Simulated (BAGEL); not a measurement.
# C2H2FSi− (SMILES C#C[SiH-]F): HF/STO-3G (density fitting with qzvpp-jkfit)

Aim: the vertical singlet–triplet gap of C2H2FSi− at HF/STO-3G (density fitting with qzvpp-jkfit), from 2 runs. 

The calculation is run with BAGEL 1.2.2.

2 further runs of the same task are left out: 2 set aside as unsound or not needed. Runs told in other sessions of the task aren't counted.

### 1 The molecule

C2H2FSi− has 6 atoms, charge -1, and is taken as a singlet. As SMILES, `C#C[SiH-]F`. The shape is that of a GFN2-xTB optimisation.

Bond lengths: C1–C2 1.210 Å, C2–Si3 1.869 Å, Si3–F4 1.726 Å, C1–H5 1.062 Å, Si3–H6 1.523 Å. Angles: C1–C2–Si3 160.2°, C2–Si3–F4 99.9°, C2–C1–H5 174.2°, C2–Si3–H6 99.7°, F4–Si3–H6 94.8°.

### 2 The energy at HF/STO-3G (density fitting with qzvpp-jkfit)

The input, calc.json:

```json
{ "bagel": [

{
  "title": "molecule",
  "basis": "sto-3g",
  "df_basis": "qzvpp-jkfit",
  "angstrom": true,
  "geometry": [
    { "atom": "C", "xyz": [    1.111270,   -0.445760,   -1.230420 ] },
    { "atom": "C", "xyz": [    0.327710,   -0.094560,   -0.377550 ] },
    { "atom": "Si", "xyz": [   -0.326790,    0.561260,    1.245330 ] },
    { "atom": "F", "xyz": [   -1.396830,   -0.723260,    1.675750 ] },
    { "atom": "H", "xyz": [    1.713780,   -0.774250,   -2.040660 ] },
    { "atom": "H", "xyz": [   -1.429140,    1.476570,    0.727570 ] }
  ]
},
{ "title": "hf", "charge": -1 },
{ "title": "print", "file": "orbitals.molden", "orbitals": true }

]}
```

Run with:

```
$ BAGEL_NUM_THREADS=1 BAGEL calc.json > calc.out
```

The program printed:

```text
* using 1 threads per process

  ===============================================================
  ===============================================================

  *** Geometry ***

  { "atom" : "C", "xyz" : [      2.099996,     -0.842364,     -2.325157 ] },
  { "atom" : "C", "xyz" : [      0.619282,     -0.178693,     -0.713466 ] },
  { "atom" : "Si", "xyz" : [     -0.617544,      1.060628,      2.353333 ] },
  { "atom" : "F", "xyz" : [     -2.639626,     -1.366763,      3.166709 ] },
  { "atom" : "H", "xyz" : [      3.238575,     -1.463120,     -3.856289 ] },
  { "atom" : "H", "xyz" : [     -2.700683,      2.790313,      1.374908 ] },

  Number of auxiliary basis functions:      391

  Since a DF basis is specified, we compute 2- and 3-index integrals:
    o Being stored without compression. Storage requirement is 0.002 GB

  Number of basis functions:       26
  Number of electrons      :       37

    * METHOD: MOLECULE                             0.10

  *** RHF ***

  === Nuclear Repulsion ===
   126.8097802611

      * DIIS with orbital gradients will be used.

  === RHF iteration (sto-3g) ===
      0       -459.30098498          0.01380158           0.01
      1       -459.36439853          0.00424984           0.01
      2       -459.36808724          0.00263142           0.01
      3       -459.36930871          0.00053861           0.01
      4       -459.36942643          0.00008705           0.01
      5       -459.36943062          0.00003228           0.01
      6       -459.36943122          0.00001738           0.01
      7       -459.36943145          0.00000352           0.01
      8       -459.36943146          0.00000092           0.01
      9       -459.36943146          0.00000041           0.01
     10       -459.36943146          0.00000018           0.01
     11       -459.36943146          0.00000003           0.01
     12       -459.36943146          0.00000001           0.01
    * SCF iteration converged.

    * Permanent dipole moment:
           (   -0.254928,     0.309580,     0.223267) a.u.

    * METHOD: HF                                   0.20

    * METHOD: PRINT                                0.00

  ===============================================================
```

Run time: 0.42 s. Hardware: 1 thread of Arm Neoverse V1, shared host.

### 3 The triplet

The input, hf.json:

```json
{ "bagel" : [

{
  "title" : "molecule",
  "basis" : "sto-3g",
  "df_basis" : "qzvpp-jkfit",
  "angstrom" : true,
  "geometry" : [
    { "atom" : "C", "xyz" : [       1.111270,      -0.445760,      -1.230420 ] },
    { "atom" : "C", "xyz" : [       0.327710,      -0.094560,      -0.377550 ] },
    { "atom" : "Si", "xyz" : [      -0.326790,       0.561260,       1.245330 ] },
    { "atom" : "F", "xyz" : [      -1.396830,      -0.723260,       1.675750 ] },
    { "atom" : "H", "xyz" : [       1.713780,      -0.774250,      -2.040660 ] },
    { "atom" : "H", "xyz" : [      -1.429140,       1.476570,       0.727570 ] }
  ]
},

{ "title" : "uhf", "charge" : -1, "nopen" : 2 },

{ "title" : "print", "file" : "orbitals.molden", "orbitals" : true }

]}
```

Run with:

```
$ BAGEL_NUM_THREADS=1 BAGEL hf.json > hf.out
```

The program printed:

```text
* using 1 threads per process

  ===============================================================
  ===============================================================

  *** Geometry ***

  { "atom" : "C", "xyz" : [      2.099996,     -0.842364,     -2.325157 ] },
  { "atom" : "C", "xyz" : [      0.619282,     -0.178693,     -0.713466 ] },
  { "atom" : "Si", "xyz" : [     -0.617544,      1.060628,      2.353333 ] },
  { "atom" : "F", "xyz" : [     -2.639626,     -1.366763,      3.166709 ] },
  { "atom" : "H", "xyz" : [      3.238575,     -1.463120,     -3.856289 ] },
  { "atom" : "H", "xyz" : [     -2.700683,      2.790313,      1.374908 ] },

  Number of auxiliary basis functions:      391

  Since a DF basis is specified, we compute 2- and 3-index integrals:
    o Being stored without compression. Storage requirement is 0.002 GB

  Number of basis functions:       26
  Number of electrons      :       37

    * METHOD: MOLECULE                             0.10

  *** Open-shell HF ***

  === Nuclear Repulsion ===
   126.8097802611

      * DIIS with orbital gradients will be used.

  === UHF iteration (sto-3g) ===
      0       -459.03033634          0.03403870           0.02
      1       -459.13565968          0.01000099           0.02
      2       -459.14782177          0.00408936           0.02
      3       -459.15040042          0.00176212           0.02
      4       -459.15227922          0.00109822           0.02
      5       -459.15298573          0.00072932           0.02
      6       -459.15384112          0.00053741           0.02
      7       -459.15436068          0.00042626           0.02
      8       -459.15515560          0.00022053           0.02
      9       -459.15531602          0.00014782           0.02
     10       -459.15540971          0.00008379           0.02
     11       -459.15542483          0.00006001           0.02
     12       -459.15543118          0.00004170           0.02
     13       -459.15543336          0.00003073           0.02
     14       -459.15543451          0.00002660           0.02
     15       -459.15543671          0.00002311           0.02
     16       -459.15543825          0.00002019           0.02
     17       -459.15543947          0.00001865           0.02
     18       -459.15544001          0.00001738           0.02
     19       -459.15544080          0.00001608           0.02
     20       -459.15544247          0.00001106           0.02
     21       -459.15544331          0.00000763           0.02
     22       -459.15544349          0.00000530           0.02
     23       -459.15544362          0.00000290           0.02
     24       -459.15544365          0.00000186           0.02
     25       -459.15544367          0.00000109           0.02
     26       -459.15544367          0.00000047           0.02
     27       -459.15544367          0.00000022           0.02
     28       -459.15544367          0.00000014           0.02
     29       -459.15544367          0.00000010           0.02
     30       -459.15544367          0.00000007           0.02
     31       -459.15544367          0.00000005           0.02
     32       -459.15544367          0.00000004           0.02
     33       -459.15544367          0.00000002           0.02
     34       -459.15544367          0.00000001           0.02
     35       -459.15544367          0.00000001           0.02
     36       -459.15544367          0.00000001           0.02
     37       -459.15544367          0.00000001           0.02
    * SCF iteration converged.

    * S^2 (UHF) is 2.1113

    * Permanent dipole moment:
           (   -0.024900,    -0.553588,    -1.402960) a.u.

    * METHOD: UHF                                  0.83

    * METHOD: PRINT                                0.00

  ===============================================================
```

Wall time 1.1 s (1 thread of Arm Neoverse V1, shared host).

### 4 Summary of results

Level: HF/STO-3G (density fitting with qzvpp-jkfit).

```
                                                      quantity          value
                                         singlet: total energy  -459.36943 Eh
                                          singlet: HOMO energy        2.23 eV
                                          singlet: LUMO energy       16.68 eV
singlet: HOMO–LUMO gap (to an unbound level, set by the basis)       14.44 eV
                                         triplet: total energy  -459.15544 Eh
                                                 triplet: ⟨S²⟩          2.111
              vertical energy of the triplet above the singlet       5.823 eV
```

In words: At this shape the triplet lies 5.82 eV (134 kcal/mol) above the singlet. For an anion a state so high probably lies above electron detachment. In a minimal basis such a difference can be off by several eV, whatever the method. The HOMO (singlet) lies at positive energy, 2.23 eV: the electron is unbound at this level or held by a compact basis; values depend on the basis. ⟨S²⟩ (triplet) is 2.11 where a pure triplet has 2.00: the reference is spin-contaminated.
